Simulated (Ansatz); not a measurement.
**BN (F-43m): convergence test of the k-point mesh in Python**

How fine a k-point mesh does BN (F-43m) need? The task is a convergence test of the k-point mesh, for BN (F-43m).

Program: the Python package of Ansatz 0.2.0. Level of theory: DFT PBE, plane waves, PAW. These are calculated values, not measurements.

## Step 1: The structure

Symmetry: F-43m, No. 216, cubic system. The conventional cell has a = 3.615 Å, b = 3.615 Å, c = 3.615 Å, α = 90.00°, β = 90.00°, γ = 90.00°. B (site symmetry -43m) has 4 N at 1.57 Å as nearest neighbours. N (site symmetry -43m) is surrounded by 4 B at 1.57 Å.

The script reads POSCAR_bn:

```text
BN
1.0
   0.00000000    1.80750000    1.80750000
   1.80750000    0.00000000    1.80750000
   1.80750000    1.80750000    0.00000000
B N
1 1
Direct
   0.00000000    0.00000000    0.00000000
   0.25000000    0.25000000    0.25000000
```

## Step 2: The code

The input, bn.py:

```python
# -*- coding: utf-8 -*-
"""k-point test for BN."""

import ansatz
from ase.io import read
import matplotlib.pyplot as plt

atoms = read("POSCAR_bn", format="vasp")
bn = ansatz.Crystal.from_ase(atoms)

setup = bn.calculation().functional("PBE").occupations("fixed").basis(420).forces().stress()

rows = []
for value in [(4, 4, 4), (6, 6, 6), (8, 8, 8), (12, 12, 12), (14, 14, 14)]:
    data = setup.kpoints(mesh=value).run().report
    rows.append((value, data["free_energy_ev"] / len(data["lattice"]["sites"]), data["n_iterations"], sum(data["stress_gpa"][i][i] for i in range(3)) / 3, max(abs(f) for row in data["forces_ev_ang"] for f in row), data["n_kpoints"]))

print("        mesh   F/atom (eV)    iterations       P (GPa)  max component (eV/A)      k-points")
for row in rows:
    print(f"{str(row[0]):>12s}  {row[1]:12.5f}  {row[2]:12d}  {row[3]:12.3f}  {row[4]:20.4f}  {row[5]:12d}")

# the last row is the reference
for row in rows[:-1]:
    shift = 1000 * (row[1] - rows[-1][1])
    print(f"{row[0]}: {shift:+.2f} meV/atom" + ("  (within 5 meV)" if abs(shift) < 5 else ""))
plt.figure(figsize=(4.5, 3))
plt.plot([str(row[0]) for row in rows], [1000 * (row[1] - rows[-1][1]) for row in rows], "o-")
plt.xlabel("mesh")
plt.ylabel("F - F(last) (meV/atom)")
plt.tight_layout()
plt.savefig("kconv.png", dpi=100)
```

## Step 3: The calls as engine input

The package turns the script's settings into the engine's input (first run):

```yaml
crystal:
  lattice:
    - [0.0, 1.8075, 1.8075]
    - [1.8075, 0.0, 1.8075]
    - [1.8075, 1.8075, 0.0]
  atoms:
    - { symbol: B, position: [0.0, 0.0, 0.0] }
    - { symbol: "N", position: [0.25, 0.25, 0.25] }
basis:
  ecutwfc: 420.0
kpoints:
  mp_grid:
    grid: [4, 4, 4]
hamiltonian:
  xc: pbe
scf:
  occupations:
    method: fixed
output:
  forces: true
  stress: true
```

## Step 4: Running it

On the command line:

```console
> python bn.py
```

**Question.** From which mesh on is the energy per atom within 5 meV of the last row, and how does it get there?

The runs gave:

| quantity | value |
| --- | --- |
| runs compared | 5 |
| last run but one, from the last | +0.00 meV/atom |
| within 5 meV/atom of the last run from | [6, 6, 6] |

From 6×6×6 on it stays within 5 meV an atom of the value at 14×14×14; the first row (4×4×4) is off by 37.2 meV and the last but one by 0.00 meV. The pressure moves from 3.67 to 3.03 GPa. Reading the output:
- Forces vanish by symmetry here and test nothing.
- Pressure is positive in compression.
- Shifts are counted from the finest mesh, which is itself no proven limit.
